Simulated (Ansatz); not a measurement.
# Sr2CaN2: the cost of one run

All numbers are computed with Ansatz 0.2.0 through its Python package. Level of theory: DFT mr2scan, plane waves, PAW.

## Step 1: The structure

Sr2CaN2 P-3m1: It takes space group P-3m1 (No. 164, trigonal). The conventional cell has a = 3.802 Å, b = 3.802 Å, c = 9.526 Å, α = 90.00°, β = 90.00°, γ = 120.00°. Around Sr (site symmetry 3m) lie 3 N at 2.47 Å. Ca (site symmetry -3m) has 6 N at 2.69 Å as nearest neighbours. N (site symmetry 3m) has 3 Sr at 2.47 Å and 3 Ca at 2.69 Å as nearest neighbours.

Sr Fm-3m: It takes space group Fm-3m (No. 225, cubic). The conventional cell has a = 6.085 Å, b = 6.085 Å, c = 6.085 Å, α = 90.00°, β = 90.00°, γ = 90.00°. Sr (site symmetry m-3m) has 12 Sr at 4.30 Å as nearest neighbours.

Ca Fm-3m: It takes space group Fm-3m (No. 225, cubic). Conventional cell: a = 5.588 Å, b = 5.588 Å, c = 5.588 Å, α = 90.00°, β = 90.00°, γ = 90.00°. Ca (site symmetry m-3m) is surrounded by 12 Ca at 3.95 Å.

N in a box: Symmetry: Pmmm, No. 47, orthorhombic system. The conventional cell has a = 9.000 Å, b = 9.500 Å, c = 10.000 Å, α = 90.00°, β = 90.00°, γ = 90.00°. N (site symmetry mm2) has 1 N at 1.11 Å as nearest neighbours.

sr2can2_sr2can2.vasp, read by the script:

```text
Sr2CaN2
1.0
   3.80217927    0.00000000    0.00000000
  -1.90108963    3.29278384    0.00000000
   0.00000000    0.00000000    9.52558500
Sr Ca N
2 1 2
Direct
   0.66666667    0.33333333    0.21748400
   0.33333333    0.66666667    0.78251600
   0.00000000    0.00000000    0.50000000
   0.66666667    0.33333333    0.66273900
   0.33333333    0.66666667    0.33726100
```

Input file sr2can2_sr.extxyz:

```xyz
1
Lattice="0.0 3.04235 3.04235 3.04235 0.0 3.04235 3.04235 3.04235 0.0" Properties=species:S:1:pos:R:3 pbc="T T T"
Sr    0.00000000    0.00000000    0.00000000
```

The script reads sr2can2_ca.cif:

```cif
data_Ca
_cell_length_a 3.951596
_cell_length_b 3.951596
_cell_length_c 3.951596
_cell_angle_alpha 60.00000
_cell_angle_beta 60.00000
_cell_angle_gamma 60.00000
_symmetry_space_group_name_H-M 'P 1'
_symmetry_Int_Tables_number 1
loop_
_symmetry_equiv_pos_as_xyz
'x, y, z'
loop_
_atom_site_label
_atom_site_type_symbol
_atom_site_fract_x
_atom_site_fract_y
_atom_site_fract_z
Ca1 Ca    0.000000    0.000000    0.000000
```

Input file sr2can2_n2.xyz:

```xyz
2
Lattice="9.0 0.0 0.0 0.0 9.5 0.0 0.0 0.0 10.0" Properties=species:S:1:pos:R:3 pbc="T T T"
N     4.50000000    4.75000000    4.44500000
N     4.50000000    4.75000000    5.55500000
```

## Step 2: The script

sr2can2.py

```python
"""Formation energy of Sr2CaN2 from the elements, after relaxing cells and atoms."""

from collections import Counter

import ansatz as az
from ase.io import read
import numpy as np
import pandas as pd

GASES = {"N2"}


def ground_state(name, crystal):
    calc = (
        crystal.calculation()
        .functional("mr2scan")
        .basis(56 * az.Ry, xc_grid=1)
        .accuracy("medium")
        .mixing("broyden")
        .kpoints(spacing=0.26)
        .occupations("fermi_dirac", width=0.02)
        .stress()
    )
    if name in GASES:
        return calc.kpoints(1, 1, 1).relax(force_tolerance=0.03).run(threads=1, pin="off")
    calc = calc.relax(force_tolerance=0.03, cell=True)
    return calc.run(threads=1, pin="off")


def counts(outcome):
    return Counter(site.symbol for site in outcome.lattice.sites)

def formation_energy(outcome, mu):
    n = counts(outcome)
    return (outcome.report["energy_sigma0_ev"] - sum(k * mu[element] for element, k in n.items())) / sum(n.values())


def volume_per_atom(outcome):
    return abs(np.linalg.det(outcome.lattice.cell_ang)) / len(outcome.lattice.sites)


def main() -> None:
    phases = {}
    atoms = read("sr2can2_sr2can2.vasp", format="vasp")
    sr2can2 = az.Crystal.from_ase(atoms)
    phases["Sr2CaN2"] = sr2can2
    sr = az.Crystal.from_extxyz("sr2can2_sr.extxyz")
    phases["Sr"] = sr
    atoms = read("sr2can2_ca.cif")
    ca = az.Crystal.from_ase(atoms)
    phases["Ca"] = ca
    n2 = az.Crystal.from_extxyz("sr2can2_n2.xyz")
    phases["N2"] = n2

    done = {name: ground_state(name, crystal) for name, crystal in phases.items()}

    # chemical potentials of the elements at zero temperature
    references = {"Sr": "Sr", "Ca": "Ca", "N": "N2"}
    mu = {element: done[name].report["energy_sigma0_ev"] / len(done[name].lattice.sites) for element, name in references.items()}

    target = done["Sr2CaN2"]
    heat = formation_energy(target, mu)
    rows = [(name, len(o.lattice.sites), volume_per_atom(o), formation_energy(o, mu)) for name, o in done.items()]
    print(pd.DataFrame(rows, columns=["phase", "atoms", "V (A^3/atom)", "E_form (eV/atom)"]).round(4).to_string(index=False))
    # gas references are bare DFT energies, without zero-point or fitted corrections


if __name__ == "__main__":
    main()
```

## Step 3: The calls as engine input

The package turns the script's settings into the engine's input (first run):

```yaml
crystal:
  lattice:
    - [3.80217927, 0.0, 0.0]
    - [-1.90108963, 3.29278384, 0.0]
    - [0.0, 0.0, 9.525585]
  atoms:
    - { symbol: Sr, position: [0.66666667, 0.33333333, 0.217484] }
    - { symbol: Sr, position: [0.33333333000000004, 0.66666667, 0.782516] }
    - { symbol: Ca, position: [0.0, 0.0, 0.5] }
    - { symbol: "N", position: [0.66666667, 0.33333333, 0.662739] }
    - { symbol: "N", position: [0.33333333000000004, 0.66666667, 0.337261] }
accuracy: medium
basis:
  ecutwfc: 761.918814887664
  xc_grid: 1
kpoints:
  mp_grid:
    kspacing: 0.26
hamiltonian:
  xc: mr2scan
scf:
  mixing:
    algorithm: broyden
  occupations:
    method: fermi_dirac
    width: 0.02
relax:
  f_tol: 0.03
  cell: {}
output:
  stress: true
```

## Step 4: Launch

On the command line:

```bash
> python sr2can2.py
```

What time and memory should one allow on 1 thread of AMD EPYC 7R43 (Zen 3), shared host?

About 2.1 min, with a peak of 1.2 GiB.
